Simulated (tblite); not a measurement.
# C6H12O2Si: the cost of one run

Programs: tblite 0.8.0 and PySCF 2.14.0, with density-fitted response routines of our own. Each step states its level of theory. These are calculated values for one molecule in the gas phase, unless marked as measured. Atoms are numbered from 0 throughout.

### Step 1. The starting structure

21 atoms, charge 0, multiplicity 1; geometry from: force field or distance geometry start.

Bonds of the start (Å): C0–C1 1.53, C1–C2 1.57, C2–Si3 1.91, Si3–C4 1.83, Si3–C5 1.84, C5–O6 1.22, C5–O7 1.35, Si3–C8 1.89, C8–C1 1.55, C0–H9 1.10, C0–H10 1.09, C0–H11 1.09, C1–H12 1.10, C2–H13 1.09, C2–H14 1.10, C4–H15 1.09, C4–H16 1.09, C4–H17 1.10, O7–H18 0.99, C8–H19 1.10, C8–H20 1.09.

### Step 2. Relaxing the molecule with GFN2-xTB

What the job is given:

```
{"job": {"kind": "relax", "xc": "GFN2-xTB", "basis": "xTB"}, "charge": 0, "multiplicity": 1}
C      2.794000     0.198700     0.634300
C      1.425100    -0.356900     0.219500
C      0.356600    -0.353500     1.368900
Si    -0.974900    -0.088700     0.032400
C     -1.509600    -1.684300    -0.690800
C     -2.300900     1.141200     0.388800
O     -3.017400     0.992500     1.360700
O     -2.459600     2.210300    -0.420600
C      0.618500     0.539300    -0.759300
H      2.688400     1.210500     1.051900
H      3.453900     0.245500    -0.230000
H      3.250100    -0.436700     1.395500
H      1.585700    -1.373400    -0.165900
H      0.277300    -1.276800     1.938100
H      0.413800     0.505900     2.057300
H     -2.010800    -1.524200    -1.647200
H     -2.213300    -2.203900    -0.043300
H     -0.668700    -2.365300    -0.876900
H     -3.212600     2.708300    -0.022900
H      0.756500     1.620500    -0.610700
H      0.739000     0.307800    -1.814100
```

Started as:

```sh
$ OMP_NUM_THREADS=1 python probes_run.py task.json out
```

This one command runs all jobs of the session in turn.

Q: Estimate the wall time of this first job on 1 thread of Arm Neoverse V1, shared host.

About 1.4 s.
